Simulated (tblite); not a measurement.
# C3H14OSi3: the cost of one run

The runs use tblite 0.8.0 and PySCF 2.14.0, with density-fitted response routines of our own; the level of theory stands in each step. All values are computed, except where a source is named. Atoms count from 0, in the outputs and in this text.

### Step 1. The molecule as given

21 atoms, charge 0, multiplicity 1; geometry from: force field or distance geometry start.

Bonds of the start (Å): C0–C1 1.47, C1–C2 1.51, C1–O3 1.38, O3–Si4 1.73, Si4–Si5 2.23, Si4–Si6 2.22, C0–H7 1.13, C0–H8 1.11, C0–H9 1.10, C1–H10 1.13, C2–H11 1.11, C2–H12 1.14, C2–H13 1.09, Si4–H14 1.47, Si5–H15 1.46, Si5–H16 1.46, Si5–H17 1.46, Si6–H18 1.48, Si6–H19 1.47, Si6–H20 1.47.

### Step 2. Optimising the geometry with GFN2-xTB

The job: settings as JSON, then the geometry in Å.

```
{"job": {"kind": "relax", "xc": "GFN2-xTB", "basis": "xTB"}, "charge": 0, "multiplicity": 1}
C     -2.092100     1.163300    -0.720200
C     -1.383300    -0.005100    -0.171600
C     -2.185500    -1.282200    -0.125100
O     -0.186600    -0.323300    -0.790700
Si     1.034300    -0.208300     0.427600
Si     2.671400    -1.670200     0.036900
Si     1.840400     1.861700     0.344000
H     -2.884000     1.465500     0.032400
H     -2.542200     0.982200    -1.717000
H     -1.407800     2.029100    -0.735600
H     -1.117000     0.215600     0.903200
H     -3.078800    -1.262800    -0.785100
H     -2.593800    -1.368400     0.935900
H     -1.534600    -2.142000    -0.297400
H      0.439700    -0.423500     1.755000
H      2.068900    -2.993000    -0.128400
H      3.626500    -1.642700     1.142800
H      3.338900    -1.298900    -1.207600
H      2.338800     2.218300     1.688600
H      2.912300     1.921800    -0.663800
H      0.725700     2.779800     0.075800
```

Command:

```sh
OMP_NUM_THREADS=1 python probes_run.py task.json out
```

The driver reads the jobs from task.json and runs them one after another.

Q: Estimate the wall time and peak memory of this first job on 1 thread of Arm Neoverse N1, shared host.

About 3.3 s, with a peak of 0.18 GiB.
